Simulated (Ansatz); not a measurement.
# C3H2BrF: up Jacob's ladder to CCSD(T)

How much do the methods differ for C3H2BrF? The plan is to run it at one geometry with functionals of several rungs and with coupled cluster, and see how far each lands from CCSD(T) at the basis-set limit for the atomisation energy.

Method: functionals in def2-TZVPP, the program's frozen cores in correlated methods; program: Ansatz 0.2.0, Gaussian basis.

Plan: LDA (SPW92), PBE-D4, revPBE-D4, BLYP-D4, r2SCAN-D4, B97M-V, PBE0-D4, B3LYP-D4, r2SCANh-D4, r2SCAN0-D4, HSE06-D4, BHLYP-D4, CAM-B3LYP-D4, LC-ωPBE, ωB97X-V, ωB97M-V, B2PLYP, PBE-QIDH; CCSD(T)/def2-SVP; CCSD(T)/def2-TZVPP; MP2/def2-QZVPP; extrapolation to the limit; RPA on PBE.

### Step 1. The relaxed structure

All runs share one geometry, relaxed beforehand with PBE0-D4 in a triple-zeta def2 set.

SMILES `FC1(Br)C=C1`, 7 atoms, charge 0, spin multiplicity 1.

Atoms are counted from 1 here; the program's logs count them from 0.

Bond lengths: F1–C2 1.364 Å, C2–Br3 1.937 Å, C2–C4 1.442 Å, C2–C5 1.442 Å, C4–C5 1.306 Å, C4–H6 1.078 Å, C5–H7 1.078 Å. Angles: F1–C2–Br3 107.2°, F1–C2–C4 121.0°, F1–C2–C5 121.0°, Br3–C2–C4 122.9°, Br3–C2–C5 122.9°, C4–C2–C5 53.9°, C2–C4–C5 63.1°, C2–C4–H6 147.2°, C5–C4–H6 149.7°, C2–C5–C4 63.1°, C2–C5–H7 147.2°, C4–C5–H7 149.7°.

### Step 2. LDA

This LDA is Slater exchange with PW92 correlation.

The input, in.yaml:

```yaml
crystal:
  periodic: [false, false, false]
  atoms:
    - {symbol: F, position_ang: [0.191445, -1.602410, 0.867312]}
    - {symbol: C, position_ang: [-0.228053, -0.566593, 0.085908]}
    - {symbol: Br, position_ang: [-1.854136, -1.137126, -0.799632]}
    - {symbol: C, position_ang: [0.012969, 0.800867, 0.474408]}
    - {symbol: C, position_ang: [0.718724, 0.335390, -0.521547]}
    - {symbol: H, position_ang: [-0.245348, 1.615169, 1.131245]}
    - {symbol: H, position_ang: [1.465699, 0.486603, -1.283393]}
basis:
  gaussian: {orbitals: def2-TZVPP}
hamiltonian: {xc: lda}
output: {orbitals: {seedname: orbitals}}
```

On the command line:

```console
ansatz run in.yaml --threads 4 --pin off --events-out ev --progress --plain --max-ram 10444MiB
```

The runs that follow: PBE-D4 (GGA); revPBE-D4 (GGA); BLYP-D4 (GGA); r2SCAN-D4 (meta-GGA); B97M-V (meta-GGA); B3LYP-D4 (hybrid); r2SCANh-D4 (hybrid); r2SCAN0-D4 (hybrid); HSE06-D4 (hybrid); BHLYP-D4 (hybrid); CAM-B3LYP-D4 (range-separated); LC-ωPBE (range-separated); ωB97X-V (range-separated); ωB97M-V (range-separated); B2PLYP (double hybrid); PBE-QIDH (double hybrid); CCSD(T) in def2-SVP; CCSD(T) in def2-TZVPP; MP2 in def2-QZVPP; RPA on PBE orbitals.

Q: Predict the results of all the runs planned. Wanted: atomisation energy, CCSD(T)/CBS; farthest beyond LDA; mean size of error, GGA; mean size of error, meta-GGA; mean size of error, hybrid; mean size of error, range-separated; mean size of error, double hybrid; gap, smallest and largest; T1 diagnostic.

**Answer**, as computed:

| quantity | value |
| --- | --- |
| atomisation energy, CCSD(T)/CBS | 2773.9 kJ/mol |
| functionals within 27.7 kJ/mol (1.0 %) | BLYP-D4, B97M-V, B3LYP-D4, r2SCANh-D4, CAM-B3LYP-D4, ωB97X-V, ωB97M-V, B2PLYP, PBE-QIDH |
| farthest beyond LDA | PBE-D4 (+157.2 kJ/mol) |
| mean size of error, GGA | 77.6 kJ/mol |
| mean size of error, meta-GGA | 27.3 kJ/mol |
| mean size of error, hybrid | 52.3 kJ/mol |
| mean size of error, range-separated | 15.1 kJ/mol |
| mean size of error, double hybrid | 21.3 kJ/mol |
| gap, smallest and largest | 4.46 eV (LDA (SPW92)), 12.11 eV (LC-ωPBE) |
| T1 diagnostic | 0.0097 |
| triples share of the correlation energy | 4.1 % |

In words: LDA overbinds by 567.2 kJ/mol (20 %). PBE-D4 is off by +157.2 kJ/mol. Double hybrids carry the basis error of their MP2 part in triple zeta, and no dispersion term here, so their miss is partly the set-up's. The rungs range-separated, double hybrid, meta-GGA miss on average by less than the doubt on the reference (27.7 kJ/mol), so they tie. Misses under about 27.7 kJ/mol are within the doubt on the reference itself, which lacks core-valence correlation, relativity and higher excitations, and its outer-core shells are covered unevenly. All levels share the lack of spin-orbit coupling, which lowers the free heavy atoms and so the true binding. Hartree-Fock recovers 68 % of the binding; the rest is correlation. CCSD(T) in def2-SVP is off by -140.7 kJ/mol, more than most functionals: a good method in a small basis is no reference. Orbital gaps span 4.5 to 12.1 eV; exact exchange widens them. Correlated methods include outer-core shells of Br, which these sets cover unevenly.
